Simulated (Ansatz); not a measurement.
# SnO2: the cost of one run

Computed with Ansatz 0.2.0 (DFT LDA, scalar-relativistic, plane waves, PAW, unless a step's input says otherwise).

## 1. The structure to begin with

It takes space group Pnma (No. 62, orthorhombic). The conventional cell has a = 5.232 Å, b = 3.455 Å, c = 7.023 Å, α = 90.00°, β = 90.00°, γ = 90.00°. Sn (site symmetry m) has 7 O at 2.03 to 2.31 Å as nearest neighbours. O (site symmetry m) is surrounded by 3 Sn at 2.07 to 2.09 Å. O (site symmetry m) has 4 Sn at 2.03 to 2.31 Å as nearest neighbours.

As a file:

```
Sn O
1.0
     5.23226    0.00000    0.00000
     0.00000    3.45525    0.00000
     0.00000    0.00000    7.02275
Sn O
4 8
Direct
  0.76337 0.25000 0.41609
  0.23663 0.75000 0.58391
  0.73663 0.75000 0.91609
  0.26337 0.25000 0.08391
  0.47678 0.75000 0.13909
  0.62328 0.75000 0.60840
  0.52322 0.25000 0.86091
  0.37672 0.25000 0.39160
  0.02322 0.25000 0.63909
  0.87672 0.25000 0.10840
  0.12328 0.75000 0.89160
  0.97678 0.75000 0.36091
```

It goes back to an entry of the Materials Project, which need not be the stable form.

It is the result of an earlier relaxation at this level (volume 10.58 Å³/atom; gap on the mesh: 0.65 eV).

## 2. The reference: the undisturbed cell on the scan's mesh

The input, input.yaml:

```yaml
crystal:
  lattice:
    - [5.2322631602, 0.0, 0.0]
    - [0.0, 3.4552501223, 0.0]
    - [0.0, 0.0, 7.0227527421]
  atoms:
    - { symbol: Sn, position: [0.7633745982, 0.25, 0.4160854546] }
    - { symbol: Sn, position: [0.2366254018, 0.75, 0.5839145454] }
    - { symbol: Sn, position: [0.7366254018, 0.75, 0.9160854546] }
    - { symbol: Sn, position: [0.2633745982, 0.25, 0.0839145454] }
    - { symbol: O, position: [0.4767750168, 0.75, 0.1390902659] }
    - { symbol: O, position: [0.6232750453, 0.75, 0.6084012708] }
    - { symbol: O, position: [0.5232249832, 0.25, 0.8609097341] }
    - { symbol: O, position: [0.3767249547, 0.25, 0.3915987292] }
    - { symbol: O, position: [0.0232249832, 0.25, 0.6390902659] }
    - { symbol: O, position: [0.8767249547, 0.25, 0.1084012708] }
    - { symbol: O, position: [0.1232750453, 0.75, 0.8915987292] }
    - { symbol: O, position: [0.9767750168, 0.75, 0.3609097341] }
basis:
  ecutwfc: 420
kpoints:
  mp_grid: { grid: [6, 8, 4] }
hamiltonian:
  xc: lda
scf:
  occupations: { method: gaussian, width: 0.05 }
output:
  forces: true
  stress: true
  eigenvalues: true
```

Run with:

```
$ ansatz run input.yaml --threads 2 --pin off --max-ram 5120MiB --backend cpu --events-out ev --progress --plain --runs-dir out
```

Q: Estimate wall time and peak memory on 2 threads of AMD EPYC (Zen 3), shared host.

About 29 s, with a peak of 0.65 GiB.
